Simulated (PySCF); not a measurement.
# Ca⁺ at other levels of theory

Aim: see what other levels and later steps give for Ca⁺.

The runs use PySCF 2.14.0; method and basis as typed in the scripts.

2 further runs of the same task are left out: 2 that didn't finish.

## 1. The atom

Ca⁺: 1 atom, charge 1, spin multiplicity 2.

## 2. The base run

File input.py:

```python
from pyscf import gto, scf, mcscf, mrpt

mol = gto.M(
    atom='Ca 0 0 0',
    basis='def2-svpd',
    charge=1,
    spin=1,
    symmetry=True,
    verbose=4,
)
mf = scf.ROHF(mol)
mf = mf.density_fit(auxbasis='def2-universal-jkfit')
mf.kernel()
mc = mcscf.CASSCF(mf, 8, 7)
mc.kernel()
mc.analyze()
mrpt.NEVPT(mc).kernel()
mf.dip_moment()
print('orbital energies (hartree):', mf.mo_energy[..., max(0, mol.nelec[1]-3):mol.nelec[0]+3].round(4))
```

Started as:

```sh
$ OMP_NUM_THREADS=1 python input.py
```

## 3. Stability test (UHF)

Variant 1 changes step after the SCF: nevpt2 → stability; SCF type: ROHF → UHF; point-group symmetry: on → off.

File input.py:

```python
from pyscf import gto, scf

mol = gto.M(
    atom='Ca 0 0 0',
    basis='def2-svpd',
    charge=1,
    spin=1,
    verbose=4,
)
mf = scf.UHF(mol)
mf = mf.density_fit(auxbasis='def2-universal-jkfit')
mf.kernel()
mf.stability(internal=True, external=True)
mf.dip_moment()
print('orbital energies (hartree):', [e[max(0, n-3):n+3].round(4) for e, n in zip(mf.mo_energy, mol.nelec)])
```

## 4. Blyp (ROKS)

Variant 2 changes functional: none (Hartree–Fock) → blyp; SCF type: ROHF → ROKS; step after the SCF: nevpt2 → analyze.

File input.py:

```python
from pyscf import gto, dft

mol = gto.M(
    atom='Ca 0 0 0',
    basis='def2-svpd',
    charge=1,
    spin=1,
    symmetry=True,
    verbose=4,
)
mf = dft.ROKS(mol, xc='blyp')
mf = mf.density_fit(auxbasis='def2-universal-jkfit')
mf.kernel()
mf.analyze()
print('orbital energies (hartree):', mf.mo_energy[..., max(0, mol.nelec[1]-3):mol.nelec[0]+3].round(4))
```

## 5. Hf,lyp (ROKS)

Variant 3 changes functional: none (Hartree–Fock) → hf,lyp; SCF type: ROHF → ROKS; step after the SCF: nevpt2 → analyze.

File input.py:

```python
from pyscf import gto, dft

mol = gto.M(
    atom='Ca 0 0 0',
    basis='def2-svpd',
    charge=1,
    spin=1,
    symmetry=True,
    verbose=4,
)
mf = dft.ROKS(mol, xc='hf,lyp')
mf = mf.density_fit(auxbasis='def2-universal-jkfit')
mf.kernel()
mf.analyze()
print('orbital energies (hartree):', mf.mo_energy[..., max(0, mol.nelec[1]-3):mol.nelec[0]+3].round(4))
```

## 6. Mn15l (ROKS)

Variant 4 changes functional: none (Hartree–Fock) → mn15l; SCF type: ROHF → ROKS; step after the SCF: nevpt2 → analyze.

File input.py:

```python
from pyscf import gto, dft

mol = gto.M(
    atom='Ca 0 0 0',
    basis='def2-svpd',
    charge=1,
    spin=1,
    symmetry=True,
    verbose=4,
)
mf = dft.ROKS(mol, xc='mn15l')
mf = mf.density_fit(auxbasis='def2-universal-jkfit')
mf.kernel()
mf.analyze()
print('orbital energies (hartree):', mf.mo_energy[..., max(0, mol.nelec[1]-3):mol.nelec[0]+3].round(4))
```

What does the calculation give? Wanted: for each run, E(SCF); from base; gap, α spin; after the SCF.

**Answer**, as computed:

```csv
run,E(SCF) (hartree),from base (eV),cycles,"gap, α spin (eV)",after the SCF
base,-676.472113,0,6,n/a,"NEVPT2 correlation -2.511 eV (from the SCF energy, the CASSCF gain included)"
stability test (UHF),-676.472210,-0.0027,6,7.28,stable
blyp (ROKS),-677.250029,not comparable,5,n/a,n/a
"hf,lyp (ROKS)",-677.274018,not comparable,6,n/a,n/a
mn15l (ROKS),-677.202599,not comparable,5,n/a,n/a
```

**Reading.** A lower total energy from another functional means nothing by itself.
